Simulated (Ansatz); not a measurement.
Run this with Ansatz's Python interface and show what comes out.

The script, `alru_ecut.py`:
```python
import ansatz as az
import pandas as pd

lattice = az.Lattice.of(
    (2.9916, 0.0, 0.0),
    (0.0, 2.9916, 0.0),
    (0.0, 0.0, 2.9916),
)
sites = [
    ("Al", (0.0, 0.0, 0.0)),
    ("Ru", (0.5, 0.5, 0.5)),
]
xtal = az.Crystal(lattice=lattice)
for symbol, position in sites:
    xtal = xtal.atom(symbol, position)

job = (
    xtal.calculation()
    .functional("lda")
    .scf(max_iterations=100, extra_bands=2)
    .occupations("gaussian", width=0.02)
    .kpoints(6, 6, 6)
    .mixing("broyden", beta=0.3)
)

rows = []
for value in [300, 375, 450, 525, 600, 675]:
    rep = job.basis(value).run(threads=1).report
    rows.append((value, rep["free_energy_ev"] / len(rep["lattice"]["sites"]), rep["n_iterations"], rep["n_pw"]))

table = pd.DataFrame(rows, columns=["cutoff (eV)", "F/atom (eV)", "iterations", "plane waves"])
print(table.round(5).to_string(index=False))

for row in rows[:-1]:
    shift = 1000 * (row[1] - rows[-1][1])
    print(f"{row[0]}: {shift:+.2f} meV/atom" + ("  (within 2 meV)" if abs(shift) < 2 else ""))
```

```console
$ python alru_ecut.py
DeckWarning: basis.ecutwfc = 300 eV is below the records' recommended 420 eV, and the density's cutoff is lower with it unless basis.ecutrho_ratio is high enough to keep the records' density cutoff: compare with a run at a higher cutoff
DeckWarning: basis.ecutwfc = 375 eV is below the records' recommended 420 eV, and the density's cutoff is lower with it unless basis.ecutrho_ratio is high enough to keep the records' density cutoff: compare with a run at a higher cutoff
 cutoff (eV)  F/atom (eV)  iterations  plane waves
         300  -3136.10348           7          305
         375  -3136.21517           7          461
         450  -3136.21805           7          587
         525  -3136.21836           7          739
         600  -3136.21855           7          895
         675  -3136.21866           7         1045
300: +115.18 meV/atom
375: +3.49 meV/atom
450: +0.61 meV/atom  (within 2 meV)
525: +0.30 meV/atom  (within 2 meV)
600: +0.11 meV/atom  (within 2 meV)
```
(Warnings from the package without file and line.)

From 450 eV on it stays within 2 meV an atom of the value at 675 eV; the first row (300 eV) is off by 115.2 meV and the last but one by 0.11 meV. The energy falls steadily, as expected when plane waves are added.

What to keep in mind:
- The mesh is modest for a metal, so energies can be off by several to tens of meV an atom and pressures by half a GPa or more; differences at equal mesh fare better.
- The starting cell is as deposited in a crystallographic database; the results hold for this polymorph, which needn't be the stable one.
- Shifts are counted from the last row, which is itself no proven limit.
- Timing: 3.7 s on 1 thread of Arm Neoverse V2 (shared host), peak memory 0.37 GiB.
